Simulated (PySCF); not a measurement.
# H2O4Os (Os(O)3(H2O)2+): the cost of one run

The runs use PySCF 2.14.0; PBE0, Os def2-SVP with ECP60, O def2-SVP, H def2-SVP; scalar-relativistic core potentials, no spin–orbit coupling.

2 further runs of the same task are left out: 2 for a known fault of the program.

## Step 1: Starting geometry

7 atoms, charge 2, spin multiplicity 1.

Bond lengths: Os1–O2 1.657 Å, Os1–O3 1.659 Å, Os1–O4 1.657 Å, Os1–O5 2.022 Å, O5–H6 0.995 Å, O5–H7 0.996 Å. Angles: O2–Os1–O3 107.8°, O2–Os1–O4 107.3°, O2–Os1–O5 112.1°, O3–Os1–O4 107.8°, O3–Os1–O5 109.6°, O4–Os1–O5 112.1°, Os1–O5–H6 125.1°, Os1–O5–H7 125.8°, H6–O5–H7 109.2°.

As a file:

```xyz
7
H2O4Os
Os    0.0000   -0.2846   -0.2934
O     1.3341    0.0714   -1.2088
O     0.0000    0.7319    1.0180
O    -1.3341    0.0714   -1.2088
O     0.0000   -2.2048    0.3388
H     0.0000   -2.4930    1.2915
H     0.0000   -3.0104   -0.2468
```

Formal oxidation states: Os +8. An earlier session relaxed this geometry at PBE0, Os def2-SVP with ECP60, O def2-SVP, H def2-SVP (singlet, point group Cs).

Its energy there is -391.299354 Eh.

## Step 2: Atoms moved at random, σ = 0.1 Å

run.py (the lines that set the calculation) reads:

```python
mol = gto.M(atom='''
Os    -0.10591    -0.38871    -0.21896
O      1.27746    -0.07590    -1.32276
O      0.10061     0.64582     0.91501
O     -1.26521     0.16053    -1.21616
O      0.06422    -2.00974     0.55828
H     -0.03188    -2.51243     1.34775
H     -0.03928    -2.93773    -0.37257''',
    basis={'Os': 'def2-SVP', 'O': 'def2-SVP', 'H': 'def2-SVP'},
    ecp={'Os': 'def2-SVP'},
    charge=2, spin=0)
mf = dft.RKS(mol, xc='PBE0')
mf.grids.atom_grid = (50, 194)
mf = mf.density_fit()  # fitting sets: Os def2-universal-JKFIT, O def2-universal-JKFIT, H def2-universal-JKFIT
mf.conv_tol = 1e-08; mf.max_cycle = 55
mf.kernel(dm0)  # dm0: the density of the relaxed state
```

Launch:

```bash
OMP_NUM_THREADS=2 python run.py
```

**Question.** How long does this run take on 2 threads of Arm Neoverse V2, shared host?

About 3 s.
